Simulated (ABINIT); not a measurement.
Set up this calculation in ABINIT 10.8.3 (patched build), as the native input.

- Task: single point
- Functional: PBE
- Potentials or basis: JTH PAW PBE v2.0
- Cutoff: 544 eV
- k mesh: 8 × 8 × 8
- Occupations: fermi-dirac, width 0.05 eV
- Spin: no spin polarisation
- Fine-grid cutoff: 1088.46 eV

The system is WAu.

```
W Au
1.0
     0.00000    2.74798    2.74798
     2.74798    0.00000    2.74798
     2.74798    2.74798    0.00000
W Au
1 1
Cartesian
  -0.0277 -0.0088 0.0025
  4.1477 4.1122 4.0936
```

The cell was built by a generator and needn't be a form met in nature.

The cell isn't the ideal one: atoms moved at random, drawn with an rms of 0.05 Å.

The input as run:

run.abi

```
pp_dirpath "./"
pseudos "W.GGA_PBE-JTH.xml, Au.GGA_PBE-JTH.xml"

acell 3*1.0 Angstrom
rprim
     0.0000000000     2.7479792600     2.7479792600
     2.7479792600     0.0000000000     2.7479792600
     2.7479792600     2.7479792600     0.0000000000
ntypat 2
znucl 74 79
natom 2
typat 1 2
xred
     0.0038740000    -0.0029770000    -0.0070910000
     0.7383630000     0.7513000000     0.7580640000
chkprim 0
chksymtnons 0
tolsym 1.0e-6

ecut 20.0
pawecutdg 40.0
pawxcdev 0
pawovlp 30

kptopt 1
ngkpt 8 8 8
nshiftk 1
shiftk 0.0 0.0 0.0

ixc 11

nband 17
occopt 3
tsmear 0.00183747

nstep 100
tolvrs 1.0e-9

iomode 3
prtwf 0
prtden 0
prteig 0
prtebands 0
enunit 1
```

Potentials or basis: JTH PAW PBE v2.0.

Launch:

```sh
$ abinit run.abi > log 2>&1
```

Results of the run:

- Pressure: 33.9 GPa
- Largest force: 1.418 eV/Å
- Band gap on the k mesh: none (metal or under the smearing width)

Caveat: the atomic spheres overlap.

It took 3.3 min on 1 thread of Arm Neoverse V2, with other jobs on the host, peak memory 0.28 GiB.
